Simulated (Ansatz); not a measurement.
# C4H5F3: a ladder of functionals and wavefunction methods

An exercise on one series of results from a longer session: the logs are not shown, and one member is left open.

Method: functionals in def2-TZVPP, the program's frozen cores in correlated methods; program: Ansatz 0.2.0, Gaussian basis.

Levels to be run: LDA (SPW92), PBE-D4, revPBE-D4, BLYP-D4, r2SCAN-D4, B97M-V, PBE0-D4, B3LYP-D4, r2SCANh-D4, r2SCAN0-D4, HSE06-D4, BHLYP-D4, CAM-B3LYP-D4, LC-ωPBE, ωB97X-V, ωB97M-V, B2PLYP, PBE-QIDH; CCSD(T)/def2-SVP; CCSD(T)/def2-TZVPP; MP2/def2-QZVPP; extrapolation to the limit; RPA on PBE.

### The relaxed structure

The geometry comes from an earlier relaxation with PBE0-D4 in a triple-zeta def2 set; it is a stationary point, not always the lowest conformer.

SMILES `FC1[C@@H](F)C[C@@H]1F`, 12 atoms, charge 0, spin multiplicity 1.

Atoms are counted from 1 here; the program's logs count them from 0.

Bond lengths: F1–C2 1.378 Å, C2–C3 1.535 Å, C2–C6 1.539 Å, C2–H8 1.091 Å, C3–C4 1.531 Å, C3–H9 1.091 Å, C3–H10 1.089 Å, C4–F5 1.362 Å, C4–C6 1.540 Å, C4–H11 1.093 Å, C6–F7 1.371 Å, C6–H12 1.091 Å. Angles: F1–C2–C3 112.0°, F1–C2–C6 110.7°, F1–C2–H8 109.1°, C3–C2–C6 89.2°, C3–C2–H8 118.6°, C6–C2–H8 116.1°, C2–C3–C4 87.8°, C2–C3–H9 110.2°, C2–C3–H10 117.4°, C4–C3–H9 110.5°, C4–C3–H10 118.8°, H9–C3–H10 110.3°, C3–C4–F5 117.8°, C3–C4–C6 89.3°, C3–C4–H11 112.4°, F5–C4–C6 116.9°, F5–C4–H11 108.8°, C6–C4–H11 110.6° and more.

As a file:

```xyz
12
C4H5F3
F    -1.8604   -0.1495   -0.8948
C    -0.9048    0.5437   -0.1849
C    -0.3651   -0.2716    0.9989
C     0.7496   -0.7649    0.0732
F     2.0061   -0.8613    0.5891
C     0.4708    0.4256   -0.8638
F     1.2445    1.5081   -0.5345
H    -1.2633    1.5572   -0.0005
H     0.0392    0.3945    1.7629
H    -1.0344   -1.0023    1.4500
H     0.4962   -1.7084   -0.4176
H     0.4986    0.2739   -1.9441
```

The first run:

Input file in.yaml:

```yaml
crystal:
  periodic: [false, false, false]
  atoms:
    - {symbol: F, position_ang: [-1.860383, -0.149488, -0.894819]}
    - {symbol: C, position_ang: [-0.904815, 0.543722, -0.184859]}
    - {symbol: C, position_ang: [-0.365105, -0.271570, 0.998937]}
    - {symbol: C, position_ang: [0.749578, -0.764878, 0.073168]}
    - {symbol: F, position_ang: [2.006104, -0.861323, 0.589141]}
    - {symbol: C, position_ang: [0.470772, 0.425611, -0.863760]}
    - {symbol: F, position_ang: [1.244515, 1.508088, -0.534458]}
    - {symbol: H, position_ang: [-1.263271, 1.557197, -0.000451]}
    - {symbol: H, position_ang: [0.039193, 0.394487, 1.762888]}
    - {symbol: H, position_ang: [-1.034379, -1.002292, 1.450003]}
    - {symbol: H, position_ang: [0.496166, -1.708412, -0.417644]}
    - {symbol: H, position_ang: [0.498626, 0.273860, -1.944146]}
basis:
  gaussian: {orbitals: def2-TZVPP}
hamiltonian: {xc: lda}
output: {orbitals: {seedname: orbitals}}
```

Run with:

```
$ ansatz run in.yaml --threads 4 --pin off --events-out ev --progress --plain --max-ram 11315MiB
```

Steps of the session up to this table: LDA; PBE-D4 (GGA); revPBE-D4 (GGA); BLYP-D4 (GGA); r2SCAN-D4 (meta-GGA); B97M-V (meta-GGA); PBE0-D4 (hybrid); B3LYP-D4 (hybrid); r2SCANh-D4 (hybrid); r2SCAN0-D4 (hybrid); HSE06-D4 (hybrid); BHLYP-D4 (hybrid); CAM-B3LYP-D4 (range-separated); LC-ωPBE (range-separated); ωB97X-V (range-separated); ωB97M-V (range-separated); B2PLYP (double hybrid); PBE-QIDH (double hybrid).

One of the session's tables, all rows but one given; the rest of the session is left out.

It belongs to the step «Orbital energies across the functionals». 

| functional | HOMO (eV) | LUMO (eV) | gap (eV) |
| --- | --- | --- | --- |
| LDA (SPW92) | -7.39 | -0.75 | 6.64 |
| PBE-D4 | -7.24 | -0.48 | 6.76 |
| revPBE-D4 | -7.17 | -0.37 | 6.79 |
| BLYP-D4 | -7.20 | -0.37 | 6.83 |
| r2SCAN-D4 | -7.57 | -0.06 | 7.51 |
| B97M-V | -7.73 | -0.15 | 7.59 |
| PBE0-D4 | -8.86 | 0.58 | 9.44 |
| B3LYP-D4 | -8.67 | 0.29 | 8.97 |
| r2SCANh-D4 | -8.18 | 0.32 | 8.50 |
| r2SCAN0-D4 | -9.08 | 0.86 | 9.94 |
| HSE06-D4 | ? | ? | ? |
| BHLYP-D4 | -10.46 | 1.55 | 12.01 |
| CAM-B3LYP-D4 | -10.38 | 1.60 | 11.98 |
| LC-ωPBE | -11.65 | 2.88 | 14.53 |
| ωB97X-V | -11.33 | 2.75 | 14.07 |
| ωB97M-V | -11.23 | 2.43 | 13.66 |

Estimate the missing values for HSE06-D4.

As computed: HOMO (eV): -8.45; LUMO (eV): 0.20; gap (eV): 8.65. In the column «HOMO (eV)» it lies between B3LYP-D4 (-8.67) and r2SCANh-D4 (-8.18).
